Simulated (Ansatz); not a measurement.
**GeH6SSi: one species, many methods**

Aim: compute GeH6SSi with functionals from several rungs and with coupled cluster, and see how far each lands from CCSD(T) at the basis-set limit for the atomisation energy.

The runs use Ansatz 0.2.0, Gaussian basis; functionals in def2-TZVPP, the program's frozen cores in correlated methods.

The runs, in order: LDA (SPW92), PBE-D4, revPBE-D4, BLYP-D4, r2SCAN-D4, B97M-V, PBE0-D4, B3LYP-D4, r2SCANh-D4, r2SCAN0-D4, HSE06-D4, BHLYP-D4, CAM-B3LYP-D4, LC-ωPBE, ωB97X-V, ωB97M-V, B2PLYP, PBE-QIDH; CCSD(T)/def2-SVP; CCSD(T)/def2-TZVPP; MP2/def2-QZVPP; extrapolation to the limit; RPA on PBE.

### Step 1. The relaxed structure

All runs share one geometry, relaxed beforehand with PBE0-D4 in a triple-zeta def2 set.

SMILES `[SiH3][GeH2][SH]`, 9 atoms, charge 0, spin multiplicity 1.

Atoms are counted from 1 here; the program's logs count them from 0.

Bond lengths: Si1–Ge2 2.379 Å, Si1–H4 1.485 Å, Si1–H5 1.487 Å, Si1–H6 1.485 Å, Ge2–S3 2.232 Å, Ge2–H7 1.541 Å, Ge2–H8 1.541 Å, S3–H9 1.343 Å. Angles: Ge2–Si1–H4 109.7°, Ge2–Si1–H5 109.2°, Ge2–Si1–H6 109.7°, H4–Si1–H5 109.4°, H4–Si1–H6 109.6°, H5–Si1–H6 109.4°, Si1–Ge2–S3 106.0°, Si1–Ge2–H7 111.9°, Si1–Ge2–H8 111.9°, S3–Ge2–H7 109.3°, S3–Ge2–H8 109.3°, H7–Ge2–H8 108.3°, Ge2–S3–H9 95.1°.

Geometry (Å):

```xyz
9
GeH6SSi
Si   -0.9387    1.0266   -0.7629
Ge    0.6913   -0.5338   -0.0089
S     0.1892   -0.9678    2.1224
H    -2.2944    0.4336   -0.6367
H    -0.6757    1.3569   -2.1882
H    -0.8598    2.2653    0.0525
H     2.1185    0.0410   -0.0887
H     0.6518   -1.8440   -0.8185
H     1.2063   -1.8241    2.3119
```

### Step 2. LDA

This LDA is Slater exchange with PW92 correlation.

Contents of in.yaml:

```yaml
crystal:
  periodic: [false, false, false]
  atoms:
    - {symbol: Si, position_ang: [-0.938652, 1.026599, -0.762934]}
    - {symbol: Ge, position_ang: [0.691251, -0.533782, -0.008899]}
    - {symbol: S, position_ang: [0.189200, -0.967766, 2.122413]}
    - {symbol: H, position_ang: [-2.294381, 0.433586, -0.636721]}
    - {symbol: H, position_ang: [-0.675689, 1.356915, -2.188237]}
    - {symbol: H, position_ang: [-0.859766, 2.265318, 0.052484]}
    - {symbol: H, position_ang: [2.118457, 0.040957, -0.088657]}
    - {symbol: H, position_ang: [0.651751, -1.843982, -0.818531]}
    - {symbol: H, position_ang: [1.206329, -1.824145, 2.311882]}
basis:
  gaussian: {orbitals: def2-TZVPP}
hamiltonian: {xc: lda}
output: {orbitals: {seedname: orbitals}}
```

Started as:

```console
$ ansatz run in.yaml --threads 2 --pin off --events-out ev --progress --plain --max-ram 4352MiB
```

After this run come: PBE-D4 (GGA); revPBE-D4 (GGA); BLYP-D4 (GGA); r2SCAN-D4 (meta-GGA); B97M-V (meta-GGA); PBE0-D4 (hybrid); B3LYP-D4 (hybrid); r2SCANh-D4 (hybrid); r2SCAN0-D4 (hybrid); HSE06-D4 (hybrid); BHLYP-D4 (hybrid); CAM-B3LYP-D4 (range-separated); LC-ωPBE (range-separated); ωB97X-V (range-separated); ωB97M-V (range-separated); B2PLYP (double hybrid); PBE-QIDH (double hybrid); CCSD(T) in def2-SVP; CCSD(T) in def2-TZVPP; MP2 in def2-QZVPP; RPA on PBE orbitals.

**Question.** What will the summary of the whole plan be? Wanted: atomisation energy, CCSD(T)/CBS; farthest beyond LDA; mean size of error, GGA; mean size of error, meta-GGA; mean size of error, hybrid; mean size of error, range-separated; mean size of error, double hybrid; gap, smallest and largest; T1 diagnostic.

The runs gave:

```
                               quantity                                                                    value
        atomisation energy, CCSD(T)/CBS                                                            2484.4 kJ/mol
 functionals within 24.8 kJ/mol (1.0 %)  r2SCAN-D4, B97M-V, B3LYP-D4, r2SCANh-D4, CAM-B3LYP-D4, ωB97X-V, ωB97M-V
                    farthest beyond LDA                                                 revPBE-D4 (-76.8 kJ/mol)
                mean size of error, GGA                                                              57.2 kJ/mol
           mean size of error, meta-GGA                                                              15.3 kJ/mol
             mean size of error, hybrid                                                              33.2 kJ/mol
    mean size of error, range-separated                                                              27.9 kJ/mol
      mean size of error, double hybrid                                                              50.0 kJ/mol
              gap, smallest and largest                                4.72 eV (LDA (SPW92)), 11.84 eV (LC-ωPBE)
                          T1 diagnostic                                                                   0.0115
triples share of the correlation energy                                                                    3.7 %
```

What this shows: The LDA atomisation energy is off by 270.8 kJ/mol (11 %): it overbinds. PBE-D4 is off by -39.0 kJ/mol. Double hybrids carry the basis error of their MP2 part in triple zeta, and no dispersion term here, so their miss is partly the set-up's. By mean error the best rung here is meta-GGA (15.3 kJ/mol) and the worst beyond LDA is GGA (57.2 kJ/mol). Misses under about 24.8 kJ/mol are within the doubt on the reference itself, which lacks core-valence correlation, relativity and higher excitations, and its outer-core shells are covered unevenly. Hartree-Fock recovers 74 % of the binding; the rest is correlation. CCSD(T) in def2-SVP is off by -190.1 kJ/mol, worse than the median functional, from the basis alone. Orbital gaps span 4.7 to 11.8 eV; exact exchange widens them. Correlated methods include outer-core shells of Ge, which these sets cover unevenly.
